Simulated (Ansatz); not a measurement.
Run this with the Ansatz DFT code, driven from Python and show what comes out.

The script, `methods_c2h6bn.py`:
```python
import argparse

import ansatz as az

parser = argparse.ArgumentParser(description="C2H6BN at several levels of theory.")
parser.add_argument("--basis-set", required=True, help="Gaussian basis set")
args = parser.parse_args()

geometry_ang = [
    ("C", (1.3352, 0.4766, 0.4146)),
    ("C", (0.8061, -0.5518, -0.2539)),
    ("B", (-0.7414, -0.7061, -0.4953)),
    ("N", (-1.7445, 0.3174, 0.0229)),
    ("H", (0.718, 1.2671, 0.83)),
    ("H", (2.4101, 0.5339, 0.5523)),
    ("H", (1.4634, -1.3186, -0.6513)),
    ("H", (-1.1351, -1.6436, -1.0962)),
    ("H", (-1.4866, 1.2452, -0.382)),
    ("H", (-1.6251, 0.3799, 1.0589)),
]
molecule = az.Crystal.molecule()
for symbol, xyz in geometry_ang:
    molecule = molecule.atom(symbol, xyz)

model = molecule.calculation().basis(gaussian=args.basis_set)

methods = ["mp2", "ccsd", "ccsd_t"]
batch = az.Session.batch([model.correlation(m).input() for m in methods])
reports = sorted(batch.plan().execute().molecular_reports, key=lambda each: each["member"])
print(f"Hartree-Fock reference {reports[0]['reference_energy_ev'] / 27.211386246:.6f} Ha")
best = reports[-1]["free_energy_ev"] - reports[-1]["reference_energy_ev"]
for method, each in zip(methods, reports):
    gained = each["free_energy_ev"] - each["reference_energy_ev"]
    print(f"{method:8s} total {each['free_energy_ev'] / 27.211386246:.6f} Ha  correlation {gained:9.4f} eV  ({100 * gained / best:.1f} % of the last)")
```

`python methods_c2h6bn.py --basis-set cc-pVDZ` gives:
```text
Hartree-Fock reference -158.355363 Ha
mp2      total -158.874640 Ha  correlation  -14.1302 eV  (88.9 % of the last)
ccsd     total -158.921008 Ha  correlation  -15.3920 eV  (96.9 % of the last)
ccsd_t   total -158.939344 Ha  correlation  -15.8909 eV  (100.0 % of the last)
```

Notes:
- Total energies depend on the basis set; only differences at equal settings carry meaning.
- The geometry is a force-field or estimated start, not a minimum of this method, and the basis set is short of its limit. A lower total doesn't mark the better method: functionals have no common bound, and MP2 and coupled cluster aren't variational.
- Inner cores stay frozen, so this is valence correlation.
